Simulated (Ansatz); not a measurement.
# SrIr2: the cost of one run

Program: Ansatz 0.2.0. Level of theory: DFT PBEsol, scalar-relativistic, plane waves, PAW. These are calculated values, not measurements.

The COD entry's cell or inner coordinates are ideal or old and differ from later refinements, so a difference from it is no clean test against experiment.

1 further run of the same task is left out (set aside as unsound or not needed).

### 1 The structure to begin with

It takes space group Fd-3m (No. 227, cubic). The conventional cell has a = 7.639 Å, b = 7.639 Å, c = 7.639 Å, α = 90.00°, β = 90.00°, γ = 90.00°. Sr (site symmetry -43m) has 12 Ir at 3.17 Å and 4 Sr at 3.31 Å in its first shell of neighbours. Around Ir (site symmetry -3m) lie 6 Ir at 2.70 Å and 6 Sr at 3.17 Å.

Coordinates:

```
CELL_PARAMETERS angstrom
0.00000 3.81956 3.81956
3.81956 0.00000 3.81956
3.81956 3.81956 0.00000
ATOMIC_POSITIONS crystal
Sr 0.00000 0.00000 0.00000
Sr 0.25000 0.25000 0.25000
Ir 0.62500 0.62500 0.62500
Ir 0.12500 0.62500 0.62500
Ir 0.62500 0.62500 0.12500
Ir 0.62500 0.12500 0.62500
```

This cell was relaxed beforehand with the same method: volume 18.57 Å³/atom, gap on the mesh none (metal).

### 2 The cell scaled to 0.97 of its volume

File input.yaml:

```yaml
crystal:
  lattice:
    - [0.0, 3.7809714052, 3.7809714052]
    - [3.7809714052, 0.0, 3.7809714052]
    - [3.7809714052, 3.7809714052, 0.0]
  atoms:
    - { symbol: Sr, position: [0.0, 0.0, 0.0] }
    - { symbol: Sr, position: [0.25, 0.25, 0.25] }
    - { symbol: Ir, position: [0.625, 0.625, 0.625] }
    - { symbol: Ir, position: [0.125, 0.625, 0.625] }
    - { symbol: Ir, position: [0.625, 0.625, 0.125] }
    - { symbol: Ir, position: [0.625, 0.125, 0.625] }
basis:
  ecutwfc: 420
kpoints:
  mp_grid: { grid: [8, 8, 8] }
hamiltonian:
  xc: pbesol
scf:
  occupations: { method: gaussian, width: 0.1 }
output:
  forces: true
  stress: true
  eigenvalues: true
```

Started as:

```bash
> ansatz run input.yaml --threads 2 --pin off --max-ram 5120MiB --backend cpu --events-out ev --progress --plain --runs-dir out
```

Q: Estimate wall time and peak memory on 2 threads of Intel Xeon at 2.50GHz (Skylake/Cascade Lake), shared host.

About 13 s, with a peak of 0.47 GiB.
